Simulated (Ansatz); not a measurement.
Working through a test of scalar relativity of LiSe (charge +1)

Program: Ansatz 0.2.0, Python API.

Notebook, run cell by cell (the value of a cell's last expression is shown):

```python
import warnings

import ansatz as az
import numpy as np
```

```python
GEOMETRY = """
Li    0.00000    0.00000    0.00000
Se    0.00000    0.00000    2.50000
"""
```

```python
warnings.simplefilter("ignore", az.DeckWarning)
```

```python
molecule = az.Crystal.molecule()
for line in GEOMETRY.strip().splitlines():
    symbol, *xyz = line.split()
    molecule = molecule.atom(symbol, [float(v) for v in xyz])

base = molecule.calculation().functional("hf").charge(1).spin("collinear", total=2).forces()
# a set contracted for a scalar-relativistic Hamiltonian goes with the relativistic run
sets = {"none": "cc-pVTZ", "scalar": "cc-pVTZ-DK"}
found = {kind: base.basis(gaussian=basis).pseudopotentials(relativity=kind).run(threads=1, pin="off").report for kind, basis in sets.items()}
for kind, each in found.items():
    dipole = 4.803205 * np.linalg.norm(each["charge_distribution"]["dipole_moment_e_ang"])
    print(f"{kind:7s} E = {each['free_energy_ev']:.4f} eV  dipole {dipole:.3f} D  largest force component {np.abs(each['forces_ev_ang']).max():.4f} eV/A")
print(f"relativity lowers the total energy by {found['none']['free_energy_ev'] - found['scalar']['free_energy_ev']:.3f} eV")
```

    none    E = -65501.6041 eV  dipole 8.650 D  largest force component 0.3208 eV/A
    scalar  E = -66269.3185 eV  dipole 8.640 D  largest force component 0.3061 eV/A
    relativity lowers the total energy by 767.714 eV

What to keep in mind:
- Total energies depend on the basis set; only differences at equal settings carry meaning.
- The geometry is a force-field or estimated start, not a minimum of this method. The basis set changes with the Hamiltonian (a set recontracted for scalar relativity), and most of the change in the total lies in the cores.
- The run takes the species as open-shell (spin multiplicity 3), which needn't be its ground state.
- An ion's dipole depends on the origin; the program takes it about the centre of nuclear charge.
- The spin state was assumed, and another may lie lower.
- It ran for 4.9 s on 1 thread of Arm Neoverse V1, with other jobs on the host, peak memory 0.25 GiB.
